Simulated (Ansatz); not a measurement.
# CH2Se (methaneselone) at HSE06/def2-TZVPP

What is the energy change on altering one bond length of CH2Se (methaneselone) at HSE06/def2-TZVPP? 

Program for the calculation: Ansatz 0.2.0.

47 further runs of the same task are left out: 47 set aside as unsound or not needed.

### 1 The structure to begin with

CH2Se has 4 atoms, charge 0, and is taken as a singlet. SMILES: `C=[Se]`. The shape is that of a PBE0-D4/def2-TZVP optimisation.

Bond lengths: C1–Se2 1.741 Å, C1–H3 1.087 Å, C1–H4 1.087 Å. Angles: Se2–C1–H3 121.8°, Se2–C1–H4 121.8°, H3–C1–H4 116.4°.

### 2 The energy at HSE06/def2-TZVPP

File in.yaml:

```yaml
crystal:
  periodic: [false, false, false]
  atoms:
    - {symbol: C, position_ang: [-0.129440, -0.027430, -0.068180]}
    - {symbol: Se, position_ang: [1.384110, 0.293380, 0.729180]}
    - {symbol: H, position_ang: [-0.586530, -1.013730, -0.053570]}
    - {symbol: H, position_ang: [-0.668140, 0.747780, -0.607410]}
basis:
  gaussian:
    orbitals: def2-TZVPP
output: {orbitals: {seedname: orbitals}}
accuracy: high
hamiltonian:
  xc: {name: HSE06}
```

Run with:

```
$ ansatz run in.yaml --threads 1 --pin off --max-ram 3480MiB --events-out events.jsonl --progress --plain --runs-dir runs
```

Standard output:

```text
Warning: RAYON_NUM_THREADS=1 ignored (pool sized by the plan → 1); use --threads N
Functional definition: HSE06
  name "HSE06"
  parameter a = 0.25
  parameter omega = 0.11/bohr
  exchange = pbe_x - a*pbe_x_sr(omega) + a*exact_x_sr(omega)
  correlation = pbe_c
1649 factors; integrals over basis functions are off by at most 4.4e-9 eV
75 factors; integrals over basis functions are off by at most 9.1e-10 eV
mean field evaluation 1: about -66402.9683 eV, gradient 5.1e1 eV
mean field evaluation 2: about -66387.2395 eV, gradient 8.2e1 eV
mean field evaluation 4: about -66409.2656 eV, gradient 3.9e0 eV
mean field evaluation 8: about -66409.3394 eV, gradient 2.6e-1 eV
mean field evaluation 16: about -66409.3396 eV, gradient 8.2e-6 eV
mean field -66409.33956732 eV, -2440.4982152319 hartree, gradient 3.0e-8 eV, S^2 0.000000; 0 other end points of the search recorded, 0 dependent functions left out
reference -66409.33956979 eV, -2440.4982153227 hartree; 21, 21 occupied and 86, 86 virtual orbitals, 1649 factors
Total energy: -66409.33956979 eV, -2440.4982153227 hartree
```

Wall time 6 s (1 thread of Arm Neoverse V2, shared host); peak memory 0.29 GiB.

### 3 The distorted shape at the same level

File input.yaml:

```yaml
basis:
  gaussian:
    orbitals: def2-TZVPP
crystal:
  periodic: [false, false, false]
  atoms:
    - {symbol: C, position_ang: [-0.060894, 0.120477, -0.070371]}
    - {symbol: Se, position_ang: [1.452656, 0.441287, 0.726989]}
    - {symbol: H, position_ang: [-0.586530, -1.013730, -0.053570]}
    - {symbol: H, position_ang: [-0.599594, 0.895687, -0.609601]}
hamiltonian:
  xc: {name: HSE06}
accuracy: high
output: {orbitals: {seedname: orbitals}}
```

Run with:

```
$ ansatz run input.yaml --threads 1 --pin off --max-ram 3480MiB --events-out events.jsonl --progress --plain --runs-dir runs
```

Standard output, shortened:

```text
Warning: RAYON_NUM_THREADS=1 ignored (pool sized by the plan → 1); use --threads N
[... 6 set-up lines as earlier in the session ...]
1657 factors; integrals over basis functions are off by at most 4.3e-9 eV
76 factors; integrals over basis functions are off by at most 7.5e-10 eV
mean field evaluation 1: about -66403.7044 eV, gradient 4.6e1 eV
mean field evaluation 2: about -66389.2272 eV, gradient 7.8e1 eV
mean field evaluation 4: about -66408.9253 eV, gradient 3.9e0 eV
mean field evaluation 8: about -66409.0011 eV, gradient 2.2e-1 eV
mean field evaluation 16: about -66409.0012 eV, gradient 4.8e-6 eV
mean field -66409.00124026 eV, -2440.4857819418 hartree, gradient 9.7e-8 eV, S^2 0.000000; 0 other end points of the search recorded, 0 dependent functions left out
reference -66409.00124278 eV, -2440.4857820345 hartree; 21, 21 occupied and 86, 86 virtual orbitals, 1657 factors
Total energy: -66409.00124278 eV, -2440.4857820345 hartree
```

Run time: 5.7 s. Hardware: 1 thread of Arm Neoverse V2, shared host; peak memory 0.29 GiB.

### 4 What came out

Level: HSE06/def2-TZVPP.

| quantity | value |
| --- | --- |
| first shape: total energy | -2440.49822 Eh |
| first shape: HOMO energy | -6.03 eV |
| first shape: LUMO energy | -3.17 eV |
| first shape: HOMO–LUMO gap | 2.87 eV |
| distorted shape: total energy | -2440.48578 Eh |
| distorted shape: HOMO energy | -6.04 eV |
| distorted shape: LUMO energy | -3.16 eV |
| distorted shape: HOMO–LUMO gap | 2.88 eV |
| energy change with the C1–H3 bond stretched from 1.087 to 1.250 Å | 0.338 eV |

In words: With the C1–H3 bond stretched from 1.087 to 1.250 Å the energy rises by 0.34 eV (32.6 kJ/mol). The first shape isn't relaxed at this level, so the change isn't measured from a minimum.
